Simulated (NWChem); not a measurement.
**One shape, several levels: BGeSiNH5F (SMILES F[B]1N[SiH2][GeH2]1)**

Aim: a comparison of 3 runs (HF/def2-SVP, B3LYP/3-21G, PBE0/def2-SVP) of BGeSiNH5F. 

The calculation is run with NWChem 7.3.0.

## (1) The structure to begin with

BGeSiNH5F has 10 atoms, charge 0, and is taken as a singlet. SMILES: `F[B]1N[SiH2][GeH2]1`. The shape is that of a PBE0-D4/def2-TZVP optimisation.

Bond lengths: F1–B2 1.328 Å, B2–N3 1.408 Å, N3–Si4 1.769 Å, B2–Ge5 2.095 Å, Si4–Ge5 2.377 Å, N3–H6 1.011 Å, Si4–H7 1.488 Å, Si4–H8 1.488 Å, Ge5–H9 1.534 Å, Ge5–H10 1.534 Å. Some angles: F1–B2–N3 124.0°, F1–B2–Ge5 134.6°, N3–B2–Ge5 101.4°, B2–N3–Si4 107.3°, N3–Si4–Ge5 81.5°, B2–Ge5–Si4 69.8°, B2–N3–H6 124.0°, Si4–N3–H6 128.7°, N3–Si4–H7 111.5°, N3–Si4–H8 111.5°.

## (2) Energy and gradient at HF/def2-SVP (run 1)

a.nw

```
start a
memory 2200 mb
geometry noautosym nocenter noautoz
F      0.093300     0.066800     2.678700
B      0.050400     0.033100     1.352100
N      0.437200    -1.078700     0.580300
Si     0.203300    -0.646900    -1.119600
Ge    -0.523900     1.391600    -0.136100
H      0.780500    -1.945900     0.970900
H      1.481400    -0.707000    -1.879500
H     -0.769100    -1.555400    -1.785400
H     -2.007400     1.753600    -0.280300
H      0.337400     2.637400    -0.378300
end
basis spherical bse
F library def2-SVP
B library def2-SVP
N library def2-SVP
Si library def2-SVP
Ge library def2-SVP
H library def2-SVP
end
scf
thresh 1e-08
maxiter 80
end
task scf gradient
```

The run is started by

```sh
nwchem a.nw > a.out
```

The log of the run:

```text
[...]
  functions       =   117
[...]
  wavefunction    = RHF
[...]
         Total SCF energy =  -2545.391925955603
      One-electron energy =  -4366.468975354927
      Two-electron energy =   1409.650244512115
 Nuclear repulsion energy =    411.426804887209
        Time for solution =     26.8s
[...]
                         RHF ENERGY GRADIENTS
    atom               coordinates                        gradient
                 x          y          z           x          y          z
   1 F       0.176311   0.126234   5.062009   -0.000246   0.001164   0.004536
   2 B       0.095242   0.062550   2.555099   -0.001810   0.003644  -0.010269
   3 N       0.826188  -2.038447   1.096608   -0.001511   0.003390  -0.005650
   4 Si      0.384181  -1.222464  -2.115737   -0.002816   0.008295   0.008579
   5 Ge     -0.990027   2.629743  -0.257192    0.003327  -0.008510   0.002480
   6 H       1.474931  -3.677218   1.834735    0.002538  -0.006537   0.001731
   7 H       2.799440  -1.336036  -3.551740    0.002287  -0.000329  -0.000333
   8 H      -1.453388  -2.939280  -3.373917   -0.001488  -0.001739  -0.000157
   9 H      -3.793436   3.313823  -0.529690   -0.000843   0.000048  -0.000432
  10 H       0.637594   4.983963  -0.714883    0.000561   0.000573  -0.000486
[...]
```

Run time: 40 s. Hardware: 1 thread of Intel Xeon Platinum 8488C (Sapphire Rapids), shared host; peak memory 0.1 GiB.

## (3) Energy and forces at B3LYP/3-21G (run 2)

bfgeh5nsi.xyz

```xyz
10

F      0.093300     0.066800     2.678700
B      0.050400     0.033100     1.352100
N      0.437200    -1.078700     0.580300
Si     0.203300    -0.646900    -1.119600
Ge    -0.523900     1.391600    -0.136100
H      0.780500    -1.945900     0.970900
H      1.481400    -0.707000    -1.879500
H     -0.769100    -1.555400    -1.785400
H     -2.007400     1.753600    -0.280300
H      0.337400     2.637400    -0.378300
```

bfgeh5nsi.nw

```
start bfgeh5nsi
memory total 2200 mb
geometry units angstroms noautosym nocenter noautoz
  load format xyz bfgeh5nsi.xyz
end
basis spherical bse
  * library 3-21G
end
dft
  xc b3lyp
  grid xfine
  convergence energy 1e-08
  iterations 100
  mulliken
  print low
end
task dft gradient
```

The run is started by

```sh
nwchem bfgeh5nsi.nw > bfgeh5nsi.out
```

The log of the run:

```text
[...]
 d= 0,ls=0.0,diis     1  -2536.4405664023 -2.95D+03  1.84D-02  6.77D-01     2.4
[...]
 d= 0,ls=0.0,diis    10  -2536.5288571085 -2.00D-09  2.96D-07  1.04D-09    19.3
         Total DFT energy =    -2536.528857108528
      One electron energy =    -4353.534151631235
           Coulomb energy =     1528.873247785819
    Exchange-Corr. energy =     -123.294758150322
 Nuclear repulsion energy =      411.426804887210
[...]
                         DFT ENERGY GRADIENTS
    atom               coordinates                        gradient
                 x          y          z           x          y          z
   1 F       0.176311   0.126234   5.062009   -0.000556  -0.001699  -0.028600
   2 B       0.095242   0.062550   2.555099    0.003624  -0.008071   0.014001
   3 N       0.826188  -2.038447   1.096608   -0.002412   0.005141  -0.011397
   4 Si      0.384181  -1.222464  -2.115737   -0.000420   0.003999   0.027019
   5 Ge     -0.990027   2.629743  -0.257192    0.002173  -0.006336  -0.005458
   6 H       1.474931  -3.677218   1.834735   -0.002922   0.007467  -0.002579
   7 H       2.799440  -1.336036  -3.551740   -0.003333  -0.001087   0.002453
   8 H      -1.453388  -2.939280  -3.373917    0.003420   0.001473   0.002189
   9 H      -3.793436   3.313823  -0.529690    0.000682  -0.000265   0.001164
  10 H       0.637594   4.983963  -0.714883   -0.000257  -0.000623   0.001207
[...]
```

Wall time 26 s (1 thread of Intel Xeon Platinum 8488C (Sapphire Rapids), shared host); peak memory 0.15 GiB.

## (4) Energy and gradient at PBE0/def2-SVP (run 3)

bfgeh5nsi.nw

```
start bfgeh5nsi
memory stack 880 mb heap 220 mb global 1100 mb
charge 0

geometry noautosym nocenter noautoz
F     0.093300    0.066800    2.678700
B     0.050400    0.033100    1.352100
N     0.437200   -1.078700    0.580300
Si    0.203300   -0.646900   -1.119600
Ge   -0.523900    1.391600   -0.136100
H     0.780500   -1.945900    0.970900
H     1.481400   -0.707000   -1.879500
H    -0.769100   -1.555400   -1.785400
H    -2.007400    1.753600   -0.280300
H     0.337400    2.637400   -0.378300
end

basis spherical bse
* library def2-SVP
end

dft
xc pbe0
grid fine
convergence energy 1e-08
iterations 100
mulliken
end

task dft gradient
```

The run is started by

```sh
nwchem bfgeh5nsi.nw > bfgeh5nsi.out
```

The log of the run:

```text
[...]
          Wavefunction type:  closed shell.
          No. of atoms     :    10
          No. of electrons :    72
[...]
          Charge           :     0
          Spin multiplicity:     1
[...]
          AO basis - number of functions:   117
[...]
              XC Information
              --------------
                         PBE0 Method XC Functional
                     Hartree-Fock (Exact) Exchange  0.250
          PerdewBurkeErnzerhof Exchange Functional  0.750
            Perdew 1991 LDA Correlation Functional  1.000 local
           PerdewBurkeErnz. Correlation Functional  1.000 non-local
[...]
 d= 0,ls=0.0,diis     1  -2547.9077163443 -2.96D+03  1.02D-02  6.18D-01     3.2
[...]
 d= 0,ls=0.0,diis    10  -2547.9873834867 -1.59D-09  2.84D-07  3.51D-09    26.0
         Total DFT energy =    -2547.987383486736
      One electron energy =    -4366.185478844943
           Coulomb energy =     1529.545665442979
    Exchange-Corr. energy =     -122.774374971982
 Nuclear repulsion energy =      411.426804887209
[...]
  wavefunction    = closed shell
[...]
```

Run time: 40 s. Hardware: 1 thread of Intel Xeon Platinum 8488C (Sapphire Rapids), shared host; peak memory 0.13 GiB.

## (5) The series

| run | level | iteration cap | module | energy (Eh) | dipole moment (D) | HOMO energy (eV) | LUMO energy (eV) | wall time |
| --- | --- | --- | --- | --- | --- | --- | --- | --- |
| 1 | HF/def2-SVP | 80 | scf | -2545.391926 | 1.47 | -9.74 | 3.24 | 40 s |
| 2 | B3LYP/3-21G | 100 | dft | -2536.528857 | – | – | – | 26 s |
| 3 | PBE0/def2-SVP | 100 | dft | -2547.987383 | 1.43 | -7.25 | -0.16 | 40 s |

## (6) Outcome

| quantity | value |
| --- | --- |
| run 3: total energy | -2547.98738 Eh |
| run 3: dipole moment | 1.43 D |
| run 3: HOMO energy | -7.25 eV |
| run 3: LUMO energy | -0.16 eV |
| run 3: HOMO–LUMO gap | 7.10 eV |
| run 3: largest force on an atom | 0.289 eV/Å |

What this shows: Totals of different functionals can't be ranked against each other. All runs together took 1.8 min, the longest 40 s.
